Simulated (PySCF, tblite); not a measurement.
# C₄H₆BBr₂N: geometry, infrared bands and NMR shifts

Aim: predict the infrared bands and NMR shifts of C₄H₆BBr₂N (`C=C[B-](Br)(Br)[N+]#CC`).

Programs: tblite 0.8.0 and PySCF 2.14.0, with density-fitted response routines of our own. Each step states its level of theory. These are calculated values for one molecule in the gas phase, unless marked as measured. Atoms are numbered from 0 throughout.

## 1. The molecule as given

14 atoms, charge 0, multiplicity 1; geometry from: force field or distance geometry start.

Bonds of the start (Å): C0–C1 1.33, C1–B2 1.58, B2–Br3 2.02, B2–Br4 2.02, B2–N5 1.49, N5–C6 1.17, C6–C7 1.48, C0–H8 1.08, C0–H9 1.09, C1–H10 1.09, C7–H11 1.10, C7–H12 1.13, C7–H13 1.10.

## 2. Relaxing the molecule with GFN2-xTB

The job: settings as JSON, then the geometry in Å.

```
{"job": {"kind": "relax", "xc": "GFN2-xTB", "basis": "xTB"}, "charge": 0, "multiplicity": 1}
C     -2.800700     0.310200    -0.593700
C     -1.709500     0.688200     0.064200
B     -0.838100    -0.448000     0.723500
Br    -1.433700    -2.222300    -0.035300
Br    -1.045300    -0.429000     2.737200
N      0.574700    -0.236600     0.311400
C      1.694500    -0.086700     0.003600
C      3.114500     0.079500    -0.366300
H     -3.099900    -0.726400    -0.685000
H     -3.433700     1.064100    -1.050100
H     -1.431700     1.742200     0.151000
H      3.304100    -0.666700    -1.154100
H      3.777400    -0.188500     0.507000
H      3.326800     1.119700    -0.635500
```

On the command line:

```bash
> OMP_NUM_THREADS=1 python probes_run.py task.json out
```

One launch serves the whole session: the jobs run in the order shown.

**Question.** This job is followed by: GFN2-xTB harmonic vibrations, gas phase; GIAO PBE0/pcSseg-1 NMR shielding, non-relativistic, gas phase. Predict these results of the whole session: strongest single infrared mode (GFN2-xTB); zero-point energy (GFN2-xTB); ¹³C shifts against TMS (PBE0/pcSseg-1); ¹H shifts against TMS (PBE0/pcSseg-1, means over atoms taken as alike); ¹¹B shifts against BF3·OEt2 (PBE0/pcSseg-1); ⁷⁹Br shifts against HBr (PBE0/pcSseg-1, means over atoms taken as alike); ¹⁵N shifts against NH3 (PBE0/pcSseg-1).

The runs gave:

| quantity | value |
| --- | --- |
| strongest single infrared mode (GFN2-xTB) | 1358 cm⁻¹, 72 km/mol |
| zero-point energy (GFN2-xTB) | 57.8 kcal/mol |
| ¹³C shifts against TMS (PBE0/pcSseg-1) | 146.2, 134.7, 129.0, 1.5 ppm |
| ¹H shifts against TMS (PBE0/pcSseg-1, means over atoms taken as alike) | 6.17, 6.17, 5.88, 2.62 ppm |
| ¹¹B shifts against BF3·OEt2 (PBE0/pcSseg-1) | -6.1 ppm |
| ⁷⁹Br shifts against HBr (PBE0/pcSseg-1, means over atoms taken as alike) | 247 ppm |
| ¹⁵N shifts against NH3 (PBE0/pcSseg-1) | 221.9 ppm |

In words: The optimisation took 77 steps and gained 0.472 eV; among the close pairs (by a distance rule), C6–C7 changed most, from 1.477 to 1.416 Å. The lowest mode is imaginary (32i cm⁻¹), so the xTB geometry is not a minimum. The strongest single mode, at 1358 cm⁻¹, is spread over several atoms, H11, C7, H12, H13 among them. Unscaled tight-binding wavenumbers are off by several per cent, some by more. Its intensities can rank the bands wrongly. C1 (alkene CH) lies farthest downfield among carbon, at 146.2 ppm; the olefinic region. The most deshielded hydrogen is H10 (hydrogen on an alkene CH), at 6.17 ppm: attached to an sp2 carbon and in the plane of the double bond. At PBE0/pcSseg-1: The largest span, 779 ppm, is at Br3, Br4, where the paramagnetic term is -750 ppm. Spin-orbit coupling is left out, which matters for shieldings and couplings at and beside the heavy atoms.
